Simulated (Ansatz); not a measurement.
# SnAsH5: one structure at several levels

Aim: energy, forces and dipole at a structure displaced at random from a GFN2-xTB minimum, from CCSD(T) and from density functionals.

Computed with Ansatz 0.2.0, Gaussian basis. Level: single points in def2-TZVPP.

Correlated methods freeze the cores. Filled d shells of the heavier atoms are correlated. Core potentials replace the inner electrons past krypton, and spin-orbit coupling is left out.

**1. Starting geometry**

7 atoms, charge 0, spin multiplicity 1.

Atoms are counted from 1 here; the program's logs count them from 0.

Bond lengths: As1–Sn2 2.422 Å, As1–H3 1.491 Å, As1–H4 1.570 Å, Sn2–H5 1.711 Å, Sn2–H6 1.658 Å, Sn2–H7 1.708 Å. Angles: Sn2–As1–H3 92.2°, Sn2–As1–H4 94.7°, H3–As1–H4 86.0°, As1–Sn2–H5 117.5°, As1–Sn2–H6 113.4°, As1–Sn2–H7 122.6°, H5–Sn2–H6 102.7°, H5–Sn2–H7 99.2°, H6–Sn2–H7 98.0°.

As a file:

```xyz
7

As   -1.0041   -1.3413    0.4010
Sn    0.1195    0.7600   -0.0303
H     0.2644   -1.9983    0.8292
H    -0.7070   -1.9396   -1.0203
H    -0.7028    1.9141   -0.9887
H     0.4707    1.6141    1.3468
H     1.6606    0.8452   -0.7614
```

**2. CCSD(T)/def2-TZVPP**

File run/in.yaml:

```yaml
crystal:
  periodic: [false, false, false]
  atoms:
    - {symbol: As, position_ang: [-1.004100, -1.341300, 0.401000]}
    - {symbol: Sn, position_ang: [0.119500, 0.760000, -0.030300]}
    - {symbol: H, position_ang: [0.264400, -1.998300, 0.829200]}
    - {symbol: H, position_ang: [-0.707000, -1.939600, -1.020300]}
    - {symbol: H, position_ang: [-0.702800, 1.914100, -0.988700]}
    - {symbol: H, position_ang: [0.470700, 1.614100, 1.346800]}
    - {symbol: H, position_ang: [1.660600, 0.845200, -0.761400]}
basis:
  gaussian: {orbitals: def2-TZVPP}
correlation: {method: ccsd_t}
output: {forces: true}
```

No record of the launch command was kept for these runs.

**3. PBE0-D4/def2-TZVPP**

Edit run/in.yaml of step 2 so:

```diff
@@ -12,3 +12,3 @@
   gaussian: {orbitals: def2-TZVPP}
-correlation: {method: ccsd_t}
-output: {forces: true}
+hamiltonian: {xc: pbe0, dispersion: d4}
+output: {forces: true, orbitals: {seedname: orbitals}}
```

**4. wB97M-V/def2-TZVPP**

Edit run/in.yaml of step 3 so:

```diff
@@ -12,3 +12,3 @@
   gaussian: {orbitals: def2-TZVPP}
-hamiltonian: {xc: pbe0, dispersion: d4}
-output: {forces: true, orbitals: {seedname: orbitals}}
+hamiltonian: {xc: {name: wB97M-V}}
+output: {forces: true}
```

**5. r2SCAN-D4/def2-TZVPP**

Edit run/in.yaml of step 4 so:

```diff
@@ -12,3 +12,3 @@
   gaussian: {orbitals: def2-TZVPP}
-hamiltonian: {xc: {name: wB97M-V}}
+hamiltonian: {xc: r2scan, dispersion: d4}
 output: {forces: true}
```

**6. PBE-D4/def2-TZVPP**

Edit run/in.yaml of step 5 so:

```diff
@@ -12,3 +12,3 @@
   gaussian: {orbitals: def2-TZVPP}
-hamiltonian: {xc: r2scan, dispersion: d4}
+hamiltonian: {xc: pbe, dispersion: d4}
 output: {forces: true}
```

**7. r2SCAN0-D4/def2-TZVPP**

Edit run/in.yaml of step 6 so:

```diff
@@ -12,3 +12,3 @@
   gaussian: {orbitals: def2-TZVPP}
-hamiltonian: {xc: pbe, dispersion: d4}
+hamiltonian: {xc: {name: r2SCAN0}, dispersion: d4}
 output: {forces: true}
```

**8. SPW92/def2-TZVPP**

Edit run/in.yaml of step 7 so:

```diff
@@ -12,3 +12,3 @@
   gaussian: {orbitals: def2-TZVPP}
-hamiltonian: {xc: {name: r2SCAN0}, dispersion: d4}
+hamiltonian: {xc: lda}
 output: {forces: true}
```

(Steps that only read results are left out.)

**Question.** What will these runs give? Wanted: energy less free atoms, CCSD(T)/def2-TZVPP; RMS force component; RMS force error; HOMO and LUMO, PBE0-D4; T1 diagnostic.

As calculated:

| quantity | value |
| --- | --- |
| energy less free atoms, CCSD(T)/def2-TZVPP | -1533.4 kJ/mol |
| RMS force component | 0.731 to 0.870 eV/Å over the methods |
| RMS force error | PBE0-D4 0.079, wB97M-V 0.022, r2SCAN-D4 0.075, PBE-D4 0.210, r2SCAN0-D4 0.043, SPW92 0.203 eV/Å |
| HOMO and LUMO, PBE0-D4 | -7.78 and -0.28 eV |
| T1 diagnostic | 0.012 |

**Reading.** Against CCSD(T) the functionals' energies less atoms differ by -258.4 to +4.1 kJ/mol, PBE-D4 by -5.4 kJ/mol. CCSD(T) in triple zeta still lacks some correlation energy of the bonds, so part of these gaps is its own basis error and they don't rank the functionals. On forces the order runs from wB97M-V to PBE-D4. Frozen-core CCSD(T) forces in triple zeta carry basis errors of their own, and this is one geometry, so small gaps rank nothing.
